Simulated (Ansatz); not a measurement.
The system is CsLiCr2Te2S3.

```
CELL_PARAMETERS angstrom
3.60358 0.00000 0.00000
-1.80179 3.12079 0.00000
0.00000 0.00000 19.06651
ATOMIC_POSITIONS crystal
Cs 0.00000 0.00000 0.37399
Li 0.66667 0.33333 0.01607
Cr 0.00000 0.00000 0.86637
Cr 0.33333 0.66667 0.16833
Te 0.33333 0.66667 0.53891
Te 0.66667 0.33333 0.77276
S 0.00000 0.00000 0.10030
S 0.33333 0.66667 0.92920
S 0.66667 0.33333 0.23408
```

The cell was built by a generator and needn't be a form met in nature.

Base run:

```yaml
Program: Ansatz 0.2.0
Functional: r2SCAN
Potentials_or_basis: Ansatz PAW
Cutoff: "500 eV (not typed: the program's choice for these potentials)"
k_mesh: 6 × 6 × 1
Occupations: fermi-dirac, width 0.05 eV
Spin: non-collinear spin, ferromagnetic start, spin-orbit coupling
Starting_moments: "[[0.0, 0.0, 0.0], [0.0, 0.0, 0.0], [3.0, 0.0, 0.0], [3.0, 0.0, 0.0], [0.0, 0.0, 0.0], [0.0, 0.0, 0.0], [0.0, 0.0, 0.0], [0.0, 0.0, 0.0], [0.0, 0.0, 0.0]] μB"
```

Its results: band gap on the k mesh none (metal or under the smearing width); pressure 0.3 GPa; net moment 5.88 μB per cell; largest force 0.264 eV/Å.

Q: The run is repeated on the same cell with these changes: functional from r2SCAN to PBE; cutoff from 500 eV (not typed: the program's choice for these potentials) to 420 eV (not typed: the program's choice for these potentials). What comes out?

A: Band gap on the k mesh none (metal or under the smearing width); pressure 0.1 GPa; net moment 5.69 μB per cell; largest force 0.046 eV/Å.

Caveats: only a ferromagnetic start was run, and an antiferromagnetic order may lie lower in energy; the magnetic or orbital state may not be the lowest (some runs); the PAW data sets come from PBE, with cores solved anew for the run's functional, which leaves a small shift of forces and pressure (some runs); the thresholds are loose for stress (some runs).
